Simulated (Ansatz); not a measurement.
Here is an Ansatz input file for C3H7GeN, SMILES [GeH3][CH2]N1C=C1. Write the same calculation for the Python package.

```yaml
crystal:
  periodic: [false, false, false]
  atoms:
    - { symbol: Ge, position_ang: [-0.9698, 1.383, 0.5796] }
    - { symbol: C, position_ang: [0.5682, 0.3247, 0.7764] }
    - { symbol: "N", position_ang: [0.5401, -0.7184, -0.24] }
    - { symbol: C, position_ang: [0.2585, -1.9827, -0.664] }
    - { symbol: C, position_ang: [0.8691, -1.1775, -1.5368] }
    - { symbol: H, position_ang: [-1.0166, 2.5619, 1.6397] }
    - { symbol: H, position_ang: [-0.9927, 2.0649, -0.8422] }
    - { symbol: H, position_ang: [-2.2409, 0.5605, 0.7321] }
    - { symbol: H, position_ang: [0.5784, -0.1112, 1.8308] }
    - { symbol: H, position_ang: [1.4782, 0.9602, 0.6781] }
    - { symbol: H, position_ang: [-0.3181, -2.9356, -0.4441] }
    - { symbol: H, position_ang: [1.3227, -0.9849, -2.4755] }
basis:
  gaussian: { orbitals: def2-SVP }
hamiltonian:
  xc: pbe
```

On the command line:
```console
$ ansatz run input.yaml --threads 1 --pin off --max-ram 4096MiB --backend cpu --events-out ev --progress --plain --runs-dir out
Engine: ansatz 0.2.0, aarch64-unknown-linux-gnu
Functional definition: PBE
  parameter kappa = 0.804
  parameter beta = 0.06672455060314922
  exchange = pbe_x(kappa = kappa, mu = beta*pi^2/3)
  correlation = pbe_c(beta = beta)
1403 factors; their error is unknown
mean field evaluation 1: about -61192.7551 eV, gradient 6.1e1 eV
mean field evaluation 2: about -61136.1853 eV, gradient 1.4e2 eV
mean field evaluation 4: about -61201.4011 eV, gradient 1.1e1 eV
mean field evaluation 8: about -61201.7851 eV, gradient 2.6e-1 eV
mean field evaluation 16: about -61201.7009 eV, gradient 5.7e-4 eV
mean field -61201.70093394 eV, -2249.1210253193 hartree, gradient 3.4e-5 eV, S^2 0.000000; 1 other end points of the search recorded, 0 dependent functions left out
reference -61201.70097411 eV, -2249.1210267958 hartree; 32, 32 occupied and 91, 91 virtual orbitals, 1403 factors
Total energy: -61201.70097411 eV, -2249.1210267958 hartree
```

The script, `deck_c3h7gen.py`:
```python
"""C3H7GeN through the session interface."""

import ansatz as az

deck = {
    "crystal": {
        "periodic": [False, False, False],
        "atoms": [
            {"symbol": "Ge", "position_ang": [-0.9698, 1.383, 0.5796]},
            {"symbol": "C", "position_ang": [0.5682, 0.3247, 0.7764]},
            {"symbol": "N", "position_ang": [0.5401, -0.7184, -0.24]},
            {"symbol": "C", "position_ang": [0.2585, -1.9827, -0.664]},
            {"symbol": "C", "position_ang": [0.8691, -1.1775, -1.5368]},
            {"symbol": "H", "position_ang": [-1.0166, 2.5619, 1.6397]},
            {"symbol": "H", "position_ang": [-0.9927, 2.0649, -0.8422]},
            {"symbol": "H", "position_ang": [-2.2409, 0.5605, 0.7321]},
            {"symbol": "H", "position_ang": [0.5784, -0.1112, 1.8308]},
            {"symbol": "H", "position_ang": [1.4782, 0.9602, 0.6781]},
            {"symbol": "H", "position_ang": [-0.3181, -2.9356, -0.4441]},
            {"symbol": "H", "position_ang": [1.3227, -0.9849, -2.4755]},
        ],
    },
    "basis": {"gaussian": {"orbitals": "def2-SVP"}},
    "hamiltonian": {"xc": "pbe"},
}
session = az.Session.from_dict(deck)
data = session.plan(threads=1).execute().report

for key in ("converged", "free_energy_ev", "reference_energy_ev", "n_frozen", "n_occupied", "n_virtual"):
    print(f"{key:22s} {data[key]}")
symbols = ["Ge", "C", "N", "C", "C", "H", "H", "H", "H", "H", "H", "H"]
state = data["mean_field"]["state"]
print(f"mean field: {state['energy']['hartree']:.7f} Ha, <S^2> = {abs(state['spin_squared']):.4f}, stability: {state.get('stability', {}).get('kind')}")
```

`python deck_c3h7gen.py` gives:
```text
converged              True
free_energy_ev         -61201.70097411349
reference_energy_ev    -61201.70097411349
n_frozen               0
n_occupied             [32, 32]
n_virtual              [91, 91]
mean field: -2249.1210268 Ha, <S^2> = 0.0000, stability: minimum
```

What to keep in mind:
- Total energies depend on the basis set; only differences at equal settings carry meaning.
- The geometry is a force-field or estimated start, not a minimum of this method, and the basis set is short of its limit.
- It ran for 3.7 s on 1 thread of Arm Neoverse V2, with other jobs on the host, peak memory 0.18 GiB.

(Lines on the test bed's own set-up are left out of the output.)
